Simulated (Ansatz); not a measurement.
# CH₆BNSn: basis-set convergence

The task here is to estimate one member of a computed series from the others.

Method: one geometry, several basis sets; program: Ansatz 0.2.0, Gaussian basis.

The runs, in order: PBE0-D4/def2-SVP; ωB97M-V/def2-SVP; PBE0-D4/def2-QZVPP; ωB97M-V/def2-QZVPP; the functionals' def2-TZVPP values are taken from earlier runs.

### The relaxed structure

The geometry comes from an earlier relaxation with PBE0-D4 in a triple-zeta def2 set; it is a stationary point, not always the lowest conformer. Sn takes the def2 core potential; no spin-orbit term is included.

10 atoms, charge 0, spin multiplicity 1.

Atoms are counted from 1 here; the program's logs count them from 0.

Bond lengths: C1–Sn2 2.149 Å, C1–H5 1.090 Å, C1–H6 1.091 Å, C1–H7 1.090 Å, Sn2–B3 2.237 Å, Sn2–N4 2.173 Å, Sn2–H8 1.723 Å, B3–N4 1.338 Å, B3–H9 1.189 Å, N4–H10 1.009 Å. Angles: Sn2–C1–H5 109.8°, Sn2–C1–H6 109.7°, Sn2–C1–H7 109.5°, H5–C1–H6 109.0°, H5–C1–H7 109.7°, H6–C1–H7 109.1°, C1–Sn2–B3 122.5°, C1–Sn2–N4 105.8°, C1–Sn2–H8 106.7°, B3–Sn2–N4 35.3°, B3–Sn2–H8 120.8°, N4–Sn2–H8 104.7°, Sn2–B3–N4 69.7°, Sn2–B3–H9 145.7°, N4–B3–H9 144.6°, Sn2–N4–B3 75.0°, Sn2–N4–H10 150.8°, B3–N4–H10 134.2°.

Set-up of the first run:

Input file in.yaml:

```yaml
crystal:
  periodic: [false, false, false]
  atoms:
    - {symbol: C, position_ang: [-0.527244, 1.751317, 0.016218]}
    - {symbol: Sn, position_ang: [-0.792751, -0.353787, -0.327362]}
    - {symbol: B, position_ang: [0.919617, -1.723198, -0.772028]}
    - {symbol: N, position_ang: [0.971853, -1.313636, 0.500167]}
    - {symbol: H, position_ang: [-0.562956, 1.958784, 1.085753]}
    - {symbol: H, position_ang: [-1.323085, 2.308894, -0.479605]}
    - {symbol: H, position_ang: [0.434046, 2.067655, -0.387630]}
    - {symbol: H, position_ang: [-2.085785, -0.862046, 0.691944]}
    - {symbol: H, position_ang: [1.455253, -2.389113, -1.598072]}
    - {symbol: H, position_ang: [1.594250, -1.496070, 1.273414]}
basis:
  gaussian: {orbitals: def2-SVP}
hamiltonian: {xc: pbe0, dispersion: d4}
output: {orbitals: {seedname: orbitals}}
```

Steps of the session up to this table: PBE0-D4 in def2-SVP; ωB97M-V in def2-SVP; PBE0-D4 in def2-QZVPP; ωB97M-V in def2-QZVPP.

One of the session's tables, all rows but one given; the rest of the session is left out.

It belongs to the step «Density functionals: the series». 

| functional | basis | HOMO (eV) |
| --- | --- | --- |
| PBE0-D4 | def2-SVP | ? |
| PBE0-D4 | def2-TZVPP | -6.33 |
| PBE0-D4 | def2-QZVPP | -6.34 |
| ωB97M-V | def2-SVP | -8.22 |
| ωB97M-V | def2-TZVPP | -8.32 |
| ωB97M-V | def2-QZVPP | -8.33 |

**Question.** Estimate the row for PBE0-D4, def2-SVP.

As computed: HOMO (eV): -6.26. In the column «HOMO (eV)» it is the highest.
